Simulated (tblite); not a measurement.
# CH10GeSSi2: the cost of one run

The runs use tblite 0.8.0 and PySCF 2.14.0, with density-fitted response routines of our own; the level of theory stands in each step. All values are computed, except where a source is named. Atoms count from 0, in the outputs and in this text.

**1. The molecule as given**

15 atoms, charge 0, multiplicity 1; geometry from: force field or distance geometry start.

Bonds of the start (Å): Si0–S1 2.15, S1–Si2 2.13, Si2–C3 1.87, C3–Ge4 1.93, Si0–H5 1.47, Si0–H6 1.46, Si0–H7 1.47, Si2–H8 1.46, Si2–H9 1.49, C3–H10 1.10, C3–H11 1.11, Ge4–H12 1.55, Ge4–H13 1.54, Ge4–H14 1.57.

**2. Optimising the geometry with GFN2-xTB**

What the job is given:

```
{"job": {"kind": "relax", "xc": "GFN2-xTB", "basis": "xTB"}, "charge": 0, "multiplicity": 1}
Si     3.396900    -0.165800     0.311800
S      1.393000     0.123700     1.040700
Si     0.050000     0.604500    -0.542500
C     -1.231800    -0.756600    -0.676200
Ge    -2.944800     0.018800    -0.221700
H      4.294000     0.190500     1.422000
H      3.647400    -1.542200    -0.118400
H      3.625200     0.785000    -0.783700
H      0.757500     0.807400    -1.803500
H     -0.647200     1.878800    -0.218700
H     -1.252300    -1.236200    -1.662600
H     -1.002800    -1.547400     0.075000
H     -3.734900    -0.836300     0.795600
H     -3.692200     0.258400    -1.551400
H     -2.662500     1.425500     0.405900
```

Command:

```sh
$ OMP_NUM_THREADS=1 python probes_run.py task.json out
```

One launch serves the whole session: the jobs run in the order shown.

Q: Estimate the wall time and peak memory of this first job on 1 thread of Arm Neoverse N1, shared host.

About 3.1 s, with a peak of 0.18 GiB.
